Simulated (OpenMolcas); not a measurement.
**Cr²⁺ with 6 ligands (fluoride): CASSCF and CASPT2 levels and susceptibility**

Which state of Cr²⁺ lies lowest among these ligands, how large is the field, and what χT follows?

Program: OpenMolcas 26.06. Level of theory: state-averaged CASSCF and CASPT2, spin-orbit coupling by RASSI with atomic mean-field integrals. These are calculated values, not measurements, unless marked.

## (1) The atom as given

| Property | Result |
| --- | --- |
| Species | Cr²⁺ (chromium, Z = 24, 22 electrons) |
| Basis | ANO-RCC-VTZP [6s5p3d2f1g], 143 functions with the ligands |
| Scalar Hamiltonian | DKH2, point nucleus |
| Inactive shells | 1s 2s 2p 3s 3p of the metal, and all ligand shells |
| Active space | 4 electrons in 5 orbitals (3d) |
| Some configurations of this space | 3d⁴ |
| Orbitals | optimised for each spin and parity, averaged over all roots |

Outer shells as boxes (Hund's rule):

3d4
```
3d [↑ ][↑ ][↑ ][↑ ][  ]
```

Cr²⁺ is taken with 6 ligands (fluoride) in trigonal antiprism coordination (D3d) at 2.23 Å, a polar angle of 59.1° against the regular 54.74°. A charge of +0.667 e stands 2.4 Å behind each ligand. Ligand basis ANO-RCC-VDZP. The distances are assumed, not relaxed.

```xyz
7

Cr    0.0000    0.0000    0.0000
F     0.0000    1.9138    1.1447
F    -1.6574   -0.9569    1.1447
F     1.6574   -0.9569    1.1447
F     0.0000   -1.9138   -1.1447
F     1.6574    0.9569   -1.1447
F    -1.6574    0.9569   -1.1447
```

The work runs as a chain of OpenMolcas steps in one folder; each step below is one input file. Labels, J, g values, rates, χT and fits are worked out afterwards by a script from the matrices that RASSI stores. The input lists half of the charges; inversion (Group=XYZ) makes the rest.

## (2) One- and two-electron integrals

The input, a.inp:

```
&GATEWAY
Coord
7

Cr 0.0 0.0 0.0
F 0.000000 1.913774 1.144714
F -1.657377 -0.956887 1.144714
F 1.657377 -0.956887 1.144714
F 0.000000 -1.913774 -1.144714
F 1.657377 0.956887 -1.144714
F -1.657377 0.956887 -1.144714
Basis=Cr.ANO-RCC-VTZP,F.ANO-RCC-VDZP
Group=XYZ
NoMove
AngMom=0.0 0.0 0.0
AMFI
RICD
XField
3 Angstrom 0
0.000000 3.973441 2.376693 0.666667
3.441101 -1.986720 2.376693 0.666667
3.441101 1.986720 -2.376693 0.666667
&SEWARD
```

Run with:

```bash
$ OMP_NUM_THREADS=1 MOLCAS_MEM=2457 MOLCAS_PROJECT=a pymolcas a.inp > a.log
```

## (3) Reference wave functions, quintets of even parity, 5 roots

The input, a.inp:

```
&RASSCF
FileOrb=start.orb
Symmetry=1
Spin=5
nActEl=4 0 0
Inactive=18 21
Ras2=5 0
CIRoot=5 5 1
SDav=5
CIMx=300
Iter=150 100
PrWF=0.3
OrbListing=Nothing
MaxOrb=0
LevShft=1.0
>>> COPY $Project.JobIph JOB001
```

start.orb holds start orbitals that the driver prepared beforehand, or those of the step before.

## (4) CASSCF: triplets of even parity, 45 roots

The input, a.inp:

```
&RASSCF
FileOrb=start.orb
Symmetry=1
Spin=3
nActEl=4 0 0
Inactive=18 21
Ras2=5 0
CIRoot=45 45 1
SDav=45
CIMx=300
Iter=150 100
PrWF=0.3
OrbListing=Nothing
MaxOrb=0
LevShft=1.0
>>> COPY $Project.JobIph JOB002
```

## (5) Reference wave functions, singlets of even parity, 50 roots

The input, a.inp:

```
&RASSCF
FileOrb=start.orb
Symmetry=1
Spin=1
nActEl=4 0 0
Inactive=18 21
Ras2=5 0
CIRoot=50 50 1
SDav=50
CIMx=300
Iter=150 100
PrWF=0.3
OrbListing=Nothing
MaxOrb=0
LevShft=1.0
>>> COPY $Project.JobIph JOB003
```

## (6) RASSI: spin-orbit coupling between the states

The input, a.inp:

```
&RASSI
NrOfJobIphs=3 5 45 50
1 2 3 4 5
1 2 3 4 5 6 7 8 9 10 11 12 13 14 15 16 17 18 19 20 21 22 23 24 25 26 27
28 29 30 31 32 33 34 35 36 37 38 39 40 41 42 43 44 45
1 2 3 4 5 6 7 8 9 10 11 12 13 14 15 16 17 18 19 20 21 22 23 24 25 26 27
28 29 30 31 32 33 34 35 36 37 38 39 40 41 42 43 44 45 46 47 48 49 50
IphNames
JOB001
JOB002
JOB003
EJob
SpinOrbit
DIPRint=1.0
SOCoupling=1000.0
Subsets=2
Property=9
'ANGMOM' 1 'ANGMOM' 2 'ANGMOM' 3 'MLTPL  1' 1 'MLTPL  1' 2 'MLTPL  1' 3
'AMFI' 1 'AMFI' 2 'AMFI' 3
SOProperty=3
'ANGMOM' 1 'ANGMOM' 2 'ANGMOM' 3
```

## (7) CASPT2: IPEA 0.25, imaginary shift 0.1 (closed shells correlated: 3s 3p of the metal, with ligand shells; the Frozen line counts the rest)

The input, a.inp:

```
>>> COPY JOB001 $Project.JobIph
&CASPT2
Multistate=5 1 2 3 4 5
NoMult
Frozen=5 6
IPEA=0.25
Imaginary=0.1
MaxIter=60
WThr=0.0 0.3 0.05
PrWF=0.5
NoMix
>>> COPY JOB002 $Project.JobIph
&CASPT2
Multistate=45 1 2 3 4 5 6 7 8 9 10 11 12 13 14 15 16 17 18 19 20 21 22
23 24 25 26 27 28 29 30 31 32 33 34 35 36 37 38 39 40 41 42 43 44 45
NoMult
Frozen=5 6
IPEA=0.25
Imaginary=0.1
MaxIter=60
WThr=0.0 0.3 0.05
PrWF=0.5
NoMix
>>> COPY JOB003 $Project.JobIph
&CASPT2
Multistate=50 1 2 3 4 5 6 7 8 9 10 11 12 13 14 15 16 17 18 19 20 21 22
23 24 25 26 27 28 29 30 31 32 33 34 35 36 37 38 39 40 41 42 43 44 45 46
47 48 49 50
NoMult
Frozen=5 6
IPEA=0.25
Imaginary=0.1
MaxIter=60
WThr=0.0 0.3 0.05
PrWF=0.5
NoMix
```

## (8) CASPT2: IPEA 0.5, imaginary shift 0.1 (closed shells correlated: 3s 3p of the metal, with ligand shells; the Frozen line counts the rest)

Edit a.inp of step 7 so:

```diff
@@ -5,3 +5,3 @@
 Frozen=5 6
-IPEA=0.25
+IPEA=0.5
 Imaginary=0.1
@@ -17,3 +17,3 @@
 Frozen=5 6
-IPEA=0.25
+IPEA=0.5
 Imaginary=0.1
@@ -30,3 +30,3 @@
 Frozen=5 6
-IPEA=0.25
+IPEA=0.5
 Imaginary=0.1
```

(Steps that only read results are left out.)

Q: Predict the outcome of this session. Wanted: spin-free ground state; first state of the same spin within the active space; lowest level; next level.

**Answer**, as computed:

| quantity | value |
| --- | --- |
| method | SS-CASPT2, IPEA 0.25, imaginary shift 0.1 (closed shells correlated: 3s 3p of the metal, with ligand shells; the Frozen line counts the rest) |
| spin-free ground state | 5E, 2-fold in its orbital part |
| first state of the same spin within the active space | 5E at 5870 cm⁻¹ |
| lowest level | 1-fold A1 |
| next level | 0.2 cm⁻¹ |
| χT at 300 K | 2.90 cm³ K/mol |
| effective moment at 300 K | 4.82 μB |

Cost by method:

```
                                              method  time of its own steps  time with the reference
                                           A. CASSCF                   39 s                     39 s
B. SS-CASPT2, IPEA 0.25, imaginary shift 0.1, +3s 3p                5.5 min                  6.1 min
 C. SS-CASPT2, IPEA 0.5, imaginary shift 0.1, +3s 3p                5.5 min                  6.2 min
```

Times are of one thread on a shared host.

In words: The spin-free ground state (5E) comes to 100 % from free-ion D terms and keeps the highest spin of the shell. χT at 300 K is 2.90, against 3.01 cm³ K/mol for the spin alone; near agreement at one temperature doesn't show that the orbital moment is quenched. An active space of the d shell alone favours high spin; real ions in strong fields can be low spin. CASPT2 does not keep the components of a term degenerate, and the means are used. With metal d orbitals alone active, the gaps between spin states are rough; where two lie within a few thousand cm-1, their order is open.
